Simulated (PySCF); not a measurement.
# Tl2H6: other functionals and bases at one geometry

How far do other levels of theory move the description of Tl2H6, and what does each cost? It is a constructed species; whether it can be made isn't addressed.

Computed with PySCF 2.14.0. Level: several levels, as the steps say, no spin–orbit coupling.

1 further run of the same task is left out (for a known fault of the program).

## (1) Starting geometry

8 atoms, charge 0, spin multiplicity 1.

Bond lengths: Tl1–Tl2 3.160 Å, Tl1–H3 2.042 Å, Tl1–H4 2.042 Å, Tl1–H5 1.715 Å, Tl1–H6 1.715 Å, Tl2–H3 2.042 Å, Tl2–H4 2.042 Å, Tl2–H7 1.715 Å, Tl2–H8 1.715 Å. Angles: Tl2–Tl1–H3 39.3°, Tl2–Tl1–H4 39.3°, Tl2–Tl1–H5 107.3°, Tl2–Tl1–H6 107.3°, H3–Tl1–H4 78.6°, H3–Tl1–H5 103.3°, H3–Tl1–H6 103.3°, H4–Tl1–H5 103.3°, H4–Tl1–H6 103.3°, H5–Tl1–H6 145.4°, Tl1–Tl2–H3 39.3°, Tl1–Tl2–H4 39.3°, Tl1–Tl2–H7 107.3°, Tl1–Tl2–H8 107.3°, H3–Tl2–H4 78.6°, H3–Tl2–H7 103.3°, H3–Tl2–H8 103.3°, H4–Tl2–H7 103.3° and more.

As a file:

```mol
H6Tl2
  3D, bonds by distance, orders not assigned

  8  9  0  0  0  0  0  0  0  0999 V2000
    0.0000    0.0000    1.5800 Tl  0  0
   -0.0000   -0.0000   -1.5800 Tl  0  0
    1.2938    0.0000   -0.0000 H   0  0
   -1.2938   -0.0000    0.0000 H   0  0
    0.0000    1.6374    2.0893 H   0  0
    0.0000   -1.6374    2.0893 H   0  0
   -0.0000    1.6374   -2.0893 H   0  0
   -0.0000   -1.6374   -2.0893 H   0  0
  1  2  8  0
  1  3  8  0
  1  4  8  0
  1  5  8  0
  1  6  8  0
  2  3  8  0
  2  4  8  0
  2  7  8  0
  2  8  8  0
M  END
```

Formal oxidation states: Tl +3. An earlier session relaxed this geometry at B3LYP, Tl def2-SVP with ECP60, H def2-SVP (singlet, point group D2h).

At B3LYP on the finer grid: E = -348.621043 Eh, HOMO -7.55 eV, LUMO -1.47 eV, Mulliken charge on Tl1 +0.22 e, largest force component 0.013 eV/Å. 

Levels to run: HF; BLYP; wB97X; revPBE; B3LYP, TZVP; B3LYP, x2c-SVP. Hardware: 2 threads of Arm Neoverse V1, shared host.

## (2) HF

The input, run.py (the lines that set the calculation):

```python
mol = gto.M(atom='''
Tl     0.00000     0.00000     1.58003
Tl     0.00000     0.00000    -1.58003
H      1.29383     0.00000     0.00000
H     -1.29383     0.00000     0.00000
H      0.00000     1.63735     2.08934
H      0.00000    -1.63735     2.08934
H      0.00000     1.63735    -2.08934
H      0.00000    -1.63735    -2.08934''',
    basis={'Tl': 'def2-SVP', 'H': 'def2-SVP'},
    ecp={'Tl': 'def2-SVP'},
    charge=0, spin=0)
mf = scf.RHF(mol)
mf = mf.density_fit()  # fitting sets: Tl def2-universal-JKFIT, H def2-universal-JKFIT
mf.conv_tol = 1e-08; mf.max_cycle = 55
mf.kernel(dm0)  # dm0: the density of the relaxed state
```

Command:

```
$ OMP_NUM_THREADS=2 python run.py
```

## (3) BLYP

run.py (the lines that set the calculation): that of step 2 with these lines changed.

```diff
@@ -12,3 +12,4 @@
     charge=0, spin=0)
-mf = scf.RHF(mol)
+mf = dft.RKS(mol, xc='BLYP')
+mf.grids.atom_grid = (75, 302)
 mf = mf.density_fit()  # fitting sets: Tl def2-universal-JKFIT, H def2-universal-JKFIT
```

## (4) wB97X

run.py (the lines that set the calculation): that of step 3 with these lines changed.

```diff
@@ -12,3 +12,3 @@
     charge=0, spin=0)
-mf = dft.RKS(mol, xc='BLYP')
+mf = dft.RKS(mol, xc='WB97X')
 mf.grids.atom_grid = (75, 302)
```

## (5) revPBE

run.py (the lines that set the calculation): that of step 4 with these lines changed.

```diff
@@ -12,3 +12,3 @@
     charge=0, spin=0)
-mf = dft.RKS(mol, xc='WB97X')
+mf = dft.RKS(mol, xc='PBE_R,PBE')
 mf.grids.atom_grid = (75, 302)
```

## (6) B3LYP, TZVP

Basis: Tl def2-TZVP with ECP60, H def2-TZVP. 

run.py (the lines that set the calculation): that of step 5 with these lines changed.

```diff
@@ -9,6 +9,6 @@
 H      0.00000    -1.63735    -2.08934''',
-    basis={'Tl': 'def2-SVP', 'H': 'def2-SVP'},
-    ecp={'Tl': 'def2-SVP'},
+    basis={'Tl': 'def2-TZVP', 'H': 'def2-TZVP'},
+    ecp={'Tl': 'def2-TZVP'},
     charge=0, spin=0)
-mf = dft.RKS(mol, xc='PBE_R,PBE')
+mf = dft.RKS(mol, xc='B3LYP')
 mf.grids.atom_grid = (75, 302)
@@ -16,2 +16,2 @@
 mf.conv_tol = 1e-08; mf.max_cycle = 55
-mf.kernel(dm0)  # dm0: the density of the relaxed state
+mf.kernel(dm0)  # dm0: free metal ions and neutral atoms
```

## (7) B3LYP, x2c-SVP

Basis: Tl x2c-SVPall, H x2c-SVPall. All electrons are treated, with the spin-free X2C Hamiltonian.

The input, run.py (the lines that set the calculation):

```python
mol = gto.M(atom='''
Tl     0.00000     0.00000     1.58003
Tl     0.00000     0.00000    -1.58003
H      1.29383     0.00000     0.00000
H     -1.29383     0.00000     0.00000
H      0.00000     1.63735     2.08934
H      0.00000    -1.63735     2.08934
H      0.00000     1.63735    -2.08934
H      0.00000    -1.63735    -2.08934''',
    basis={'Tl': 'x2c-SVPall', 'H': 'x2c-SVPall'},
    nucmod='G',
    charge=0, spin=0)
mf = dft.RKS(mol, xc='B3LYP')
mf.grids.atom_grid = (99, 590)
mf = mf.density_fit()  # fitting sets: Tl AutoAux, H AutoAux
mf = mf.sfx2c1e()
mf.conv_tol = 1e-08; mf.max_cycle = 55
mf.kernel(dm0)  # dm0: free metal ions and neutral atoms
```

**Question.** What will these runs give? Wanted: for each run, HOMO; gap; charge on Tl1; dipole; largest force.

**Answer**, as computed:

| level | state | HOMO (eV) | gap (eV) | charge on Tl1 (e) | dipole (D) | largest force (eV/Å) | basis functions | time |
| --- | --- | --- | --- | --- | --- | --- | --- | --- |
| B3LYP (relaxed here) | singlet | -7.55 | 6.08 | 0.22 | 0.00 | 0.01 | 82 | 11 s |
| HF | singlet | -10.30 | 11.58 | 0.45 | 0.00 | 0.14 | 82 | 2.2 s |
| BLYP | singlet | -6.55 | 4.71 | 0.18 | 0.00 | 0.20 | 82 | 5.1 s |
| wB97X | singlet | -9.95 | 10.41 | 0.26 | 0.00 | 0.26 | 82 | 6.2 s |
| revPBE | singlet | -6.60 | 4.78 | 0.16 | 0.00 | 0.13 | 82 | 5.3 s |
| B3LYP, TZVP | singlet | -7.61 | 6.09 | 0.32 | 0.00 | 0.11 | 136 | 12 s |
| B3LYP, x2c-SVP | singlet | -7.60 | 6.11 | 0.35 | 0.00 | 0.30 | 154 | 51 s |

Times are on 2 threads of Arm Neoverse V1, shared host; the first row also made further properties.

In one basis the HOMO–LUMO gap runs from 4.71 eV (BLYP) to 11.58 eV (HF). The largest leftover force, 0.30 eV/Å with B3LYP, x2c-SVP, stands at a geometry relaxed at another level. The Mulliken charge on Tl spans +0.16 to +0.45 e over the levels. Total energies of different levels can't be compared. Spin–orbit coupling is left out throughout.
